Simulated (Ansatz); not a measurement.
# RPA@PBE0/6-311+G(d,p) run of C2H6Si (SMILES C[Si]C)

What is the electronic atomisation energy of C2H6Si at RPA@PBE0/6-311+G**? 

Program for the calculation: Ansatz 0.2.0.

34 further runs of the same task are left out: 34 set aside as unsound or not needed.

### 1 The structure to begin with

The species is C2H6Si (9 atoms), meant as a singlet with charge 0. As SMILES, `C[Si]C`. Geometry: relaxed at PBE0-D4/def2-TZVP.

Bond lengths: C1–Si2 1.896 Å, Si2–C3 1.896 Å, C1–H4 1.102 Å, C1–H5 1.091 Å, C1–H6 1.095 Å, C3–H7 1.095 Å, C3–H8 1.091 Å, C3–H9 1.102 Å. Some angles: C1–Si2–C3 97.8°, Si2–C1–H4 105.3°, Si2–C1–H5 113.7°, Si2–C1–H6 114.0°, Si2–C3–H7 113.9°, Si2–C3–H8 113.7°, Si2–C3–H9 105.3°, H4–C1–H5 107.1°, H4–C1–H6 106.4°, H5–C1–H6 109.8°.

### 2 A single-point energy at RPA@PBE0/6-311+G(d,p)

The input, molecule.yaml:

```yaml
crystal:
  periodic: [false, false, false]
  atoms:
    - {symbol: C, position_ang: [-0.527400, 1.047300, -0.805300]}
    - {symbol: Si, position_ang: [0.896800, -0.199700, -0.912800]}
    - {symbol: C, position_ang: [0.601900, -1.069400, 0.746000]}
    - {symbol: H, position_ang: [-1.430700, 0.480400, -1.082200]}
    - {symbol: H, position_ang: [-0.439700, 1.875000, -1.511000]}
    - {symbol: H, position_ang: [-0.703500, 1.436700, 0.202600]}
    - {symbol: H, position_ang: [-0.455600, -1.193000, 1.001000]}
    - {symbol: H, position_ang: [1.117900, -2.026600, 0.837300]}
    - {symbol: H, position_ang: [1.028800, -0.397000, 1.507100]}
basis:
  gaussian: {orbitals: 6-311+G_st__st_-spherical.json}
hamiltonian: {xc: {name: PBE0}}
correlation: {method: rpa, frozen_orbitals: {C: 1, H: 0, Si: 5}}
accuracy: high
```

The basis set 6-311+G** is read from a file made from the Basis Set Exchange's data (not shown).

Run with:

```bash
ansatz run molecule.yaml --threads 1 --pin off --max-ram 3480MiB --events-out events.jsonl --progress --plain --runs-dir runs
```

Standard output:

```text
Warning: RAYON_NUM_THREADS=1 ignored (pool sized by the plan → 1); use --threads N
Functional definition: PBE0
  name "PBE0"
  parameter a = 0.25
  parameter kappa = 0.804
  parameter beta = 0.06672455060314922
  exchange = (1 - a)*pbe_x(kappa = kappa, mu = beta*pi^2/3) + a*exact_x
  correlation = pbe_c(beta = beta)
2140 factors; integrals over basis functions are off by at most 4.3e-9 eV
mean field evaluation 1: about -10031.2834 eV, gradient 7.1e1 eV
mean field evaluation 2: about -10031.2824 eV, gradient 7.1e1 eV
mean field evaluation 4: about -10042.7709 eV, gradient 5.5e0 eV
mean field evaluation 8: about -10042.8593 eV, gradient 4.2e-2 eV
mean field evaluation 16: about -10042.8593 eV, gradient 4.7e-6 eV
mean field -10042.85928356 eV, -369.0682713762 hartree, gradient 7.1e-8 eV, S^2 0.000000; 0 other end points of the search recorded, 0 dependent functions left out
7 core orbitals not correlated: weight in the atoms' cores, before any rotation towards them, 1.000 or more for the frozen orbitals, at most 0.000 for the correlated occupied ones
reference -10017.08430843 eV, -368.1210585113 hartree; 9, 9 occupied and 94, 94 virtual orbitals, 2140 factors
Total energy: -10034.27302069 eV, -368.7527320357 hartree
```

It took 13 s on 1 thread of Arm Neoverse V2, shared host; peak memory 0.52 GiB.

### 3 The C atom at the same level

The input, run.yaml:

```yaml
basis:
  gaussian:
    orbitals: 6-311+G_st__st_.json
crystal:
  periodic: [false, false, false]
  atoms:
    - symbol: C
      position_ang: [0.000000, 0.000000, 0.000000]
accuracy: high
correlation:
  method: rpa
  frozen_orbitals: {C: 1}
hamiltonian:
  xc: pbe0
magnetization:
  spin_polarized: true
  initial_magnetization: 2
```

The basis set 6-311+G** is read from a file made from the Basis Set Exchange's data (not shown).

Run with:

```bash
ansatz run run.yaml --threads 1 --pin off --max-ram 3480MiB --events-out events.jsonl --progress --plain --runs-dir runs
```

Standard output:

```text
Warning: RAYON_NUM_THREADS=1 ignored (pool sized by the plan → 1); use --threads N
Functional definition: PBE0
  name "PBE0"
  parameter a = 0.25
  parameter kappa = 0.804
  parameter beta = 0.06672455060314922
  exchange = (1 - a)*pbe_x(kappa = kappa, mu = beta*pi^2/3) + a*exact_x
  correlation = pbe_c(beta = beta)
169 factors; integrals over basis functions are off by at most 2.6e-9 eV
mean field evaluation 1: about -1028.5387 eV, gradient 4.8e0 eV
mean field evaluation 2: about -1028.5390 eV, gradient 4.8e0 eV
mean field evaluation 4: about -1028.6707 eV, gradient 3.2e-1 eV
mean field evaluation 8: about -1028.6713 eV, gradient 6.8e-5 eV
mean field -1028.67125204 eV, -37.8029712541 hartree, gradient 2.3e-8 eV, S^2 2.002946; 0 other end points of the search recorded, 0 dependent functions left out
1 core orbitals not correlated: weight in the atoms' cores, before any rotation towards them, 1.000 or more for the frozen orbitals, at most 0.000 for the correlated occupied ones
reference -1025.52730635 eV, -37.6874333810 hartree; 3, 1 occupied and 18, 20 virtual orbitals, 169 factors
Total energy: -1028.77997194 eV, -37.8069666367 hartree
```

Wall time 0.32 s (1 thread of Arm Neoverse V2, shared host).

### 4 The H atom

The input, input.yaml:

```yaml
crystal:
  periodic: [false, false, false]
  atoms:
    - {symbol: H, position_ang: [0.000000, 0.000000, 0.000000]}
basis:
  gaussian:
    orbitals: 6-311+G_st__st_.json
magnetization:
  spin_polarized: true
  initial_magnetization: 1
hamiltonian:
  xc: {name: PBE0}
correlation:
  method: rpa
  frozen_orbitals: {H: 0}
accuracy: high
```

The basis set 6-311+G** is read from a file made from the Basis Set Exchange's data (not shown).

Run the same way, it converges to -0.51253 Eh (log not shown).

### 5 The Si atom

The input, molecule.yaml:

```yaml
crystal:
  periodic: [false, false, false]
  atoms:
    - {symbol: Si, position_ang: [0.000000, 0.000000, 0.000000]}
basis:
  gaussian:
    orbitals: 6-311+G_st__st_-spherical.json
magnetization:
  spin_polarized: true
  initial_magnetization: 2
hamiltonian:
  xc: {name: PBE0}
correlation:
  method: rpa
  frozen_orbitals: {Si: 5}
accuracy: high
```

The basis set 6-311+G** is read from a file made from the Basis Set Exchange's data (not shown).

Run with:

```bash
ansatz run molecule.yaml --threads 1 --pin off --max-ram 3480MiB --events-out events.jsonl --progress --plain --runs-dir runs
```

Standard output (excerpt; [...] marks lines left out):

```text
Warning: RAYON_NUM_THREADS=1 ignored (pool sized by the plan → 1); use --threads N
Functional definition: PBE0
  name "PBE0"
[...]
230 factors; integrals over basis functions are off by at most 3.5e-9 eV
[...]
mean field -7870.91162967 eV, -289.2506672948 hartree, gradient 7.5e-8 eV, S^2 2.002546; 0 other end points of the search recorded, 0 dependent functions left out
5 core orbitals not correlated: weight in the atoms' cores, before any rotation towards them, 1.000 or more for the frozen orbitals, at most 0.000 for the correlated occupied ones
reference -7859.89863262 eV, -288.8459471182 hartree; 3, 1 occupied and 22, 24 virtual orbitals, 230 factors
Total energy: -7862.35228387 eV, -288.9361171383 hartree
```

Wall time 0.8 s (1 thread of Arm Neoverse V2, shared host); peak memory 0.097 GiB.

### 6 Summary of results

Level: RPA@PBE0/6-311+G**, 7 core orbitals frozen.

| quantity | value |
| --- | --- |
| molecule: total energy | -368.75273 Eh |
| molecule: RPA correlation energy (valence) | -631.7 mEh |
| C atom: total energy | -37.80697 Eh |
| C atom: RPA correlation energy (valence) | -119.5 mEh |
| C atom: ⟨S²⟩ of the reference determinant | 2.003 |
| H atom: total energy | -0.51253 Eh |
| H atom: RPA correlation energy | -12.9 mEh |
| H atom: ⟨S²⟩ of the reference determinant | 0.750 |
| Si atom: total energy | -288.93612 Eh |
| Si atom: RPA correlation energy (valence) | -90.2 mEh |
| Si atom: ⟨S²⟩ of the reference determinant | 2.003 |
| electronic atomisation energy | 30.680 eV |

Taking the molecule apart into free atoms costs 30.68 eV (2960 kJ/mol), before zero-point energy and without spin-orbit coupling.
